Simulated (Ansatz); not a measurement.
# GaN₂H (triplet): the correlation ladder at a displaced geometry (v2), cc-pVDZ

The task here is to estimate one member of a computed series from the others.

Program: Ansatz 0.2.0, Gaussian basis. Level of theory: cc-pVDZ, core rule «outside noble gas», up to 16 orbitals frozen. These are calculated values, not measurements.

The runs, in order: UHF; CCSD(T) on ROHF; CCSD(T) on UHF; BCCD(T) on ROHF; CISD; CCSDT(Q) on ROHF; CCSDT(Q) on UHF.

34 further runs of the same task are left out: 4 for a known fault of the program, 11 that didn't finish, 19 set aside as unsound or not needed.

**What is computed**

The geometry is a PBE0/def2-TZVP stationary point (not a proven minimum) with its atoms shifted at random (size 0.100 Å). No spin-orbit coupling is included. The filled d shell of Ga may be among the frozen orbitals whatever the setting's name suggests; the logs give the count.

4 atoms, charge 0, spin multiplicity 3.

Atoms are counted from 1 here; the program's logs count them from 0.

Bond lengths: Ga1–N2 1.927 Å, N2–N3 1.240 Å, N3–H4 0.978 Å. Angles: Ga1–N2–N3 156.5°, N2–N3–H4 120.9°.

Coordinates:

```xyz
4
GaHN2
Ga    0.0646   -0.1047    2.2069
N    -0.1003    0.0592    0.2939
N    -0.0237   -0.3044   -0.8896
H     0.0593    0.3498   -1.6112
```

The first run:

The input, in.yaml:

```yaml
crystal:
  periodic: [false, false, false]
  atoms:
    - {symbol: Ga, position_ang: [0.064581, -0.104659, 2.206882]}
    - {symbol: N, position_ang: [-0.100254, 0.059233, 0.293934]}
    - {symbol: N, position_ang: [-0.023676, -0.304359, -0.889591]}
    - {symbol: H, position_ang: [0.059349, 0.349785, -1.611225]}
basis:
  gaussian: {orbitals: cc-pVDZ}
magnetization: {spin_polarized: true, initial_magnetization: 2}
hamiltonian: {xc: hf}
output: {orbitals: {seedname: orbitals}}
```

The run is started by

```bash
ansatz run in.yaml --threads 1 --pin off --events-out ev --progress --plain --max-ram 2393MiB
```

Among the steps run: UHF; CCSD(T) on ROHF; CCSD(T) on UHF; BCCD(T) on ROHF; CISD; CCSDT(Q) on ROHF; CCSDT(Q) on UHF.

One table of the session follows, with a row left open; its other results are not shown here.

| method | from UCCSDT(Q) (kcal/mol) |
| --- | --- |
| ROHF | +249.50 |
| UHF | ? |
| RMP2 | +26.19 |
| UMP2 | +29.45 |
| RCCSD | +10.91 |
| UCCSD | +10.54 |
| RCCSD(T) | +1.91 |
| UCCSD(T) | +1.95 |
| BCCD(T) | +1.89 |
| RCCSDT | +1.22 |
| UCCSDT | +1.16 |
| RCCSDT(Q) | +0.16 |
| UCCSDT(Q) | 0 |

Q: Estimate the row for UHF from the others.

The run gave: from UCCSDT(Q) (kcal/mol): +242.20. In the column «from UCCSDT(Q) (kcal/mol)» it lies between UMP2 (+29.45) and ROHF (+249.50).

Not comparable, so not listed: CISD (they don't share determinant, frozen orbitals or solution with the rows shown, or repeat one).

To keep in mind: Restricted and unrestricted rows rest on different reference determinants; where their highest levels disagree by more than a few hundredths of an eV, they describe different states and don't form one ladder.
